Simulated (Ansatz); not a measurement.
**SiH2Cl2 + NH3 + H2O: a complex and its separated parts**

Aim: how far the complex at one end of a reaction step lies below its separated, relaxed parts, level by level.

Program: Ansatz 0.2.0, Gaussian basis. Level of theory: PBE0-D4/def2-TZVP structures, single points in def2-TZVPP, no counterpoise correction. These are calculated values, not measurements.

Levels: SPW92, PBE-D4, BLYP-D4, r2SCAN-D4, B97M-V, PBE0-D4, B3LYP-D4, r2SCAN0-D4, BHLYP-D4, CAM-B3LYP-D4, wB97X-V, wB97M-V, B2PLYP, PBE-QIDH, RPA on PBE, Hartree-Fock, MP2, CCSD, CCSD(T).

Cores are frozen in the correlated methods. B3LYP uses VWN-RPA correlation. B2PLYP carries no dispersion term here.

113 further runs of the same task are left out: 113 set aside as unsound or not needed.

## 1. The starting structure

The complex: 12 atoms, charge 0, spin multiplicity 1.

Atoms are counted from 1 here; the program's logs count them from 0.

Bond lengths: Si1–Cl2 2.299 Å, Si1–H3 1.469 Å, Si1–H4 1.469 Å, Si1–Cl5 2.196 Å, Si1–N7 1.884 Å, H6–N7 1.043 Å, N7–H10 1.017 Å, N7–H11 1.017 Å, H8–O9 0.974 Å, O9–H12 0.960 Å. Angles: Cl2–Si1–H3 89.1°, Cl2–Si1–H4 89.2°, Cl2–Si1–Cl5 172.9°, Cl2–Si1–N7 84.4°, H3–Si1–H4 129.0°, H3–Si1–Cl5 93.5°, H3–Si1–N7 115.2°, H4–Si1–Cl5 94.3°, H4–Si1–N7 115.4°, Cl5–Si1–N7 88.5°, Si1–N7–H6 107.8°, Si1–N7–H10 110.6°, Si1–N7–H11 110.0°, H6–N7–H10 111.0°, H6–N7–H11 106.3°, H10–N7–H11 111.0°, H8–O9–H12 106.5°.

As a file:

```xyz
12

Si   -1.14560   -0.72569    0.13937
Cl    0.78631   -1.87007    0.63147
H    -0.97489   -1.09168   -1.27341
H    -1.83011   -1.46390    1.20868
Cl   -2.85371    0.59258   -0.26749
H     0.60830    0.93059    0.02353
N    -0.17406    0.78816    0.69807
H     1.98780   -0.41436   -0.66363
O     2.02615    0.51914   -0.93865
H    -0.77686    1.60643    0.73597
H     0.25651    0.61068    1.60260
H     2.08996    0.51812   -1.89651
```

Its parts: SiH2Cl2 holds atoms 1, 2, 3, 4, 5; NH3 holds atoms 6, 7, 10, 11; H2O holds atoms 8, 9, 12. Each part counts its atoms afresh in its own runs.

## 2. Relaxing SiH2Cl2 alone

The input, relax-a/in.yaml:

```yaml
crystal:
  periodic: [false, false, false]
  atoms:
    - {symbol: Si, position_ang: [-1.145601, -0.725687, 0.139368]}
    - {symbol: Cl, position_ang: [0.786309, -1.870065, 0.631472]}
    - {symbol: H, position_ang: [-0.974888, -1.091680, -1.273407]}
    - {symbol: H, position_ang: [-1.830114, -1.463899, 1.208684]}
    - {symbol: Cl, position_ang: [-2.853714, 0.592578, -0.267489]}
basis:
  gaussian: {orbitals: def2-TZVP}
hamiltonian: {xc: pbe0, dispersion: d4}
relax: {f_tol: 0.005, max_steps: 200}
```

On the command line:

```sh
$ ansatz run in.yaml --threads 8 --pin off --events-out ev --progress --plain --max-ram 19148MiB
```

Further steps of the session: Relaxing NH3 alone; Relaxing H2O alone; SPW92/def2-TZVPP; PBE-D4/def2-TZVPP; BLYP-D4/def2-TZVPP; r2SCAN-D4/def2-TZVPP; B97M-V/def2-TZVPP; PBE0-D4/def2-TZVPP; B3LYP-D4/def2-TZVPP; r2SCAN0-D4/def2-TZVPP; BHLYP-D4/def2-TZVPP; CAM-B3LYP-D4/def2-TZVPP; wB97X-V/def2-TZVPP; wB97M-V/def2-TZVPP; B2PLYP/def2-TZVPP; PBE-QIDH/def2-TZVPP; RPA on PBE/def2-TZVPP; CCSD(T)/def2-TZVPP; Vibrations of SiH2Cl2; Vibrations of NH3; Vibrations of H2O.

Before running it: what results should come out? Wanted: complex less parts, CCSD(T)/def2-TZVPP; with zero-point energy; largest T1 diagnostic.

As calculated:

```
                              quantity         value
complex less parts, CCSD(T)/def2-TZVPP  -46.1 kJ/mol
                with zero-point energy  -22.6 kJ/mol
                 largest T1 diagnostic         0.009
```

**Reading.** At CCSD(T) the complex lies 46.1 kJ/mol below its parts. The functionals run from B97M-V, off by -4.6 kJ/mol, to SPW92, off by -80.0 kJ/mol, against CCSD(T). By rung, the mean size of the error is: LDA 80.0, GGA 16.1, meta-GGA 10.9, hybrid 13.0, range-separated hybrid 11.7, double hybrid 8.4 kJ/mol. PBE-D4 gives a relative energy 23.9 kJ/mol too low, outside chemical accuracy (1 kcal/mol, 4.2 kJ/mol). No counterpoise was applied, and triple zeta lacks some correlation, so the CCSD(T) reference has a basis error of its own, and close matches with it are partly luck.
